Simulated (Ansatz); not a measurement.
This was printed by a script on the Ansatz DFT code, driven from Python, for a convergence test of the plane-wave cutoff of EuCd, space group Pm-3m. What did the script look like? Settings (first run): LDA, PAW, cutoff 300 eV, 8×8×8 k-points, Fermi-Dirac smearing of 0.1 eV, collinear spin. The script varies cutoff (eV): 300, 375, 450, 525, 600, 675.

```xyz
2
Lattice="3.9169 0.0000 0.0000 0.0000 3.9169 0.0000 0.0000 0.0000 3.9169" Properties=species:S:1:pos:R:3 pbc="T T T"
Eu    1.9584    1.9584    1.9584
Cd    0.0000    0.0000    0.0000
```

```console
$ python ecut_eucd.py
DeckWarning: basis.ecutwfc = 300 eV is below the records' recommended 420 eV, and the density's cutoff is lower with it unless basis.ecutrho_ratio is high enough to keep the records' density cutoff: compare with a run at a higher cutoff
DeckWarning: where an SCF of this run starts from atoms to list the orders of its open shells, Eu (site 0, from 0) starts with 6.32 μB on its 4f shell, in the place of the 4.90 μB that the deck gives it: an open f shell starts with all that it can hold by Hund's first rule. To start from spheres of the given moment, type scf.initial_density.shell_occupations: []
DeckWarning: basis.ecutwfc = 375 eV is below the records' recommended 420 eV, and the density's cutoff is lower with it unless basis.ecutrho_ratio is high enough to keep the records' density cutoff: compare with a run at a higher cutoff
  cutoff (eV)    F/atom (eV)    iterations    moment (muB)    plane waves
          300     -8341.9983            11          7.0786            739
          375     -8342.1179            12          7.0724           1021
          450     -8342.1207            11          7.0730           1309
          525     -8342.1221            11          7.0731           1647
          600     -8342.1225            11          7.0732           2007
          675     -8342.1229            11          7.0732           2373
300: +124.60 meV/atom
375: +4.94 meV/atom
450: +2.20 meV/atom
525: +0.71 meV/atom  (within 1 meV)
600: +0.34 meV/atom  (within 1 meV)
```
(Warnings from the package without file and line.)

The script that was run (others could print the same):

The script, `ecut_eucd.py`:
```python
"""Cutoff test for EuCd."""

from dataclasses import dataclass

import ansatz as az
from tabulate import tabulate


@dataclass(frozen=True)
class RunConfig:
    occupations: str = "fermi_dirac"
    width_ev: float = 0.1
    kmesh: tuple[int, ...] = (8, 8, 8)


opts = RunConfig()

lattice = az.Lattice.of(
    (3.916854, 0.0, 0.0),
    (0.0, 3.916854, 0.0),
    (0.0, 0.0, 3.916854),
)
sites = [
    ("Eu", (0.5, 0.5, 0.5)),
    ("Cd", (0.0, 0.0, 0.0)),
]
system = az.Crystal(lattice=lattice)
for symbol, position in sites:
    system = system.atom(symbol, position)
system = system.moments(Eu=4.9)

model = system.calculation()
model = model.spin("collinear")
model = model.occupations(opts.occupations, width=opts.width_ev)
model = model.kpoints(mesh=opts.kmesh).functional(az.Functional.LDA)

rows = []
for value in [300, 375, 450, 525, 600, 675]:
    data = model.basis(value).run(threads=1, pin="off").report
    rows.append((value, data["free_energy_ev"] / len(data["lattice"]["sites"]), data["n_iterations"], data["magnetization_mub"], data["n_pw"]))

print(tabulate(rows, headers=["cutoff (eV)", "F/atom (eV)", "iterations", "moment (muB)", "plane waves"], floatfmt=".4f", tablefmt="plain"))

# the last row is the reference
for row in rows[:-1]:
    shift = 1000 * (row[1] - rows[-1][1])
    print(f"{row[0]}: {shift:+.2f} meV/atom" + ("  (within 1 meV)" if abs(shift) < 1 else ""))
```

From 525 eV on it stays within 1 meV an atom of the value at 675 eV; the first row (300 eV) is off by 124.6 meV and the last but one by 0.34 meV. The energy falls steadily, as expected when plane waves are added. The last run costs about 2.7 times the first.

Open f shells: without a Hubbard U, without spin-orbit coupling; the state reached hangs on the start and needn't be the lowest. The mesh is modest for a metal, so energies can be off by several to tens of meV an atom and pressures by half a GPa or more; differences at equal mesh fare better. This cell is a computed structure, which may not be the phase found in nature. Shifts are counted from the last row, which is itself no proven limit. Timing: 69 s on 1 thread of Arm Neoverse V1, with other jobs on the host, peak memory 0.57 GiB.
